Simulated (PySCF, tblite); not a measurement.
# C3H6F2S2Si: geometry, infrared bands and NMR shifts

Wanted: the infrared bands and NMR shifts of C3H6F2S2Si (`F[C@@H]1[SiH2]SCS[C@H]1F`), by calculation.

The runs use tblite 0.8.0 and PySCF 2.14.0, with density-fitted response routines of our own; the level of theory stands in each step. All values are computed, except where a source is named. Atoms are numbered from 0 throughout.

## 1. The starting structure

14 atoms, charge 0, multiplicity 1; geometry from: force field or distance geometry start.

Bonds of the start (Å): F0–C1 1.38, C1–Si2 1.88, Si2–S3 2.15, S3–C4 1.84, C4–S5 1.83, S5–C6 1.80, C6–F7 1.40, C6–C1 1.53, C1–H8 1.10, Si2–H9 1.47, Si2–H10 1.48, C4–H11 1.11, C4–H12 1.11, C6–H13 1.10.

## 2. Geometry optimisation with GFN2-xTB

What the job is given:

```
{"job": {"kind": "relax", "xc": "GFN2-xTB", "basis": "xTB"}, "charge": 0, "multiplicity": 1}
F     -1.024400    -0.594500    -1.820500
C     -1.316700    -0.497100    -0.471100
Si    -0.968300     1.285500     0.004000
S      1.056900     1.661300    -0.617100
C      2.112800     0.237800    -0.140600
S      1.278000    -1.351400    -0.479300
C     -0.305300    -1.287200     0.366400
F     -0.109400    -0.524100     1.523900
H     -2.347900    -0.778800    -0.222800
H     -1.926500     2.209800    -0.610000
H     -1.094800     1.334800     1.474400
H      2.250700     0.279700     0.963000
H      3.099100     0.295200    -0.640900
H     -0.704800    -2.271300     0.648600
```

Launch:

```bash
> OMP_NUM_THREADS=1 python probes_run.py task.json out
```

One launch serves the whole session: the jobs run in the order shown.

**Question.** This job is followed by: GFN2-xTB harmonic vibrations, gas phase; GIAO PBE0/pcSseg-1 NMR shielding, non-relativistic, gas phase. What will the session give for the following? strongest single infrared mode (GFN2-xTB); zero-point energy (GFN2-xTB); ¹³C shifts against TMS (PBE0/pcSseg-1); ¹H shifts against TMS (PBE0/pcSseg-1); ¹⁹F shifts against CFCl3 (PBE0/pcSseg-1); ²⁹Si shifts against TMS (PBE0/pcSseg-1); ³³S shifts against CS2 (PBE0/pcSseg-1).

**Answer**, as computed:

```
                                 quantity                                   value
strongest single infrared mode (GFN2-xTB)                    745 cm⁻¹, 216 km/mol
             zero-point energy (GFN2-xTB)                           53.4 kcal/mol
   ¹³C shifts against TMS (PBE0/pcSseg-1)                   102.7, 76.5, 32.2 ppm
    ¹H shifts against TMS (PBE0/pcSseg-1)  6.19, 5.30, 4.73, 4.64, 4.62, 3.38 ppm
 ¹⁹F shifts against CFCl3 (PBE0/pcSseg-1)                      -204.6, -245.9 ppm
  ²⁹Si shifts against TMS (PBE0/pcSseg-1)                               -38.1 ppm
   ³³S shifts against CS2 (PBE0/pcSseg-1)                            72, -130 ppm
```

What this shows: The optimisation took 54 steps and gained 0.805 eV; among the close pairs (by a distance rule), C1–Si2 changed most, from 1.877 to 1.929 Å. All 36 modes are real, so the xTB geometry is a minimum. The strongest single mode, at 745 cm⁻¹, has its largest shares on C1, Si2, H10 and C6 (the list is cut at 4 atoms). GFN2-xTB is a fitted tight-binding method: band positions and strengths are rough. Its intensities can rank the bands wrongly. C6 (sp3 CH bonded to F and S) lies farthest downfield among carbon, at 102.7 ppm; deshielded by the electronegative neighbour. The most deshielded hydrogen is H13 (hydrogen on an sp3 CH bonded to F and S), at 6.19 ppm: its carbon carries F, an electronegative neighbour. At PBE0/pcSseg-1: The widest tensor belongs to S3: span 516 ppm, with a paramagnetic part of -422 ppm.
